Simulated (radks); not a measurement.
# Hf⁴⁺ in [Xe] 4f14: an all-electron calculation

Wanted: eigenvalues, radial structure and energy terms of the hafnium ion Hf4+.

Method: Dirac Kohn-Sham, LDA (Slater exchange, Perdew-Wang correlation), spin-unpolarised, spherical densities, point nucleus. Code: radks (a radial shooting solver on a logarithmic mesh, Libxc functionals) version 1.

### Step 1. Starting point

- element: hafnium (Z = 72)
- charge: +4
- electrons: 68
- configuration: [Xe] 4f14

Outer shells as boxes (Hund's rule):

Hf⁴⁺
```
[Xe] core
4f [↑↓][↑↓][↑↓][↑↓][↑↓][↑↓][↑↓]
```

### Step 2. Self-consistent calculation

Settings of this run:

```text
Z 72
configuration [Xe] 4f14
relativity Dirac
functional lda,pw
spin unpolarised
j_filling energy
nucleus point
c 137.035999084
```

On the command line:

```sh
$ python run_ks.py task.json out
```

The same process makes all the runs of this session.

Q: Predict the outcome of this run.

**Answer**, as computed:

```
                        quantity                   value
                    total energy     -15085.7757 hartree
exchange-correlation share of it                  1.98 %
                            −T/E                  1.1186
          highest occupied level       4f7/2, -57.426 eV
    most extended occupied level  5p3/2, <r> = 1.33 bohr
 radius at density 0.001 e/bohr³               2.88 bohr
    maxima of the radial density                       4
         ionisation energy, NIST    68.37 (semi-emp.) eV
```

5 principal shells are occupied and 4 maxima appear in the radial density; where shells overlap, one shows as a shoulder or not at all. −T/E is 1.119: with relativity the kinetic term as defined here no longer equals −E. The top level binds by 57.426 eV, 84 % of the NIST ionisation energy of 68.37 eV; the potential of a semilocal functional falls off too fast, so its top eigenvalue is too shallow. 
